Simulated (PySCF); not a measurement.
The system is CSiFH5, in a box.

```
CELL_PARAMETERS angstrom
13.00000 0.00000 0.00000
0.00000 13.00000 0.00000
0.00000 0.00000 13.00000
ATOMIC_POSITIONS crystal
C 0.44552 0.56706 0.45578
Si 0.52012 0.46380 0.51980
F 0.63535 0.46322 0.47565
H 0.44236 0.55492 0.37270
H 0.36665 0.56805 0.48505
H 0.47968 0.64244 0.47029
H 0.52706 0.48082 0.63253
H 0.47534 0.36079 0.49909
```

Base run:

* Program: PySCF 2.14.0
* Functional: TASK
* Potentials or basis: pob-tzvp-rev2 (all-electron)
* k mesh: 1 × 1 × 1
* Occupations: fixed
* Spin: no spin polarisation

Its results: gap between the frontier levels 10.26 eV.

Q: The run is repeated on the same cell with these changes: functional from TASK to PBE50. What comes out?

A: Gap between the frontier levels 13.16 eV.

PBE50 gives the wider gap, since exact exchange removes part of the self-interaction.

Caveats: this is a molecule in a periodic box at the Γ point, so its band gap is the HOMO-LUMO gap; the basis of atomic orbitals isn't converged, which shifts pressures, moduli and gaps; this basis is made for solids and lacks diffuse functions, so gaps of a molecule come out too wide by an eV or more.

A k mesh can miss the band edges.

Not every run made on this cell is shown here.
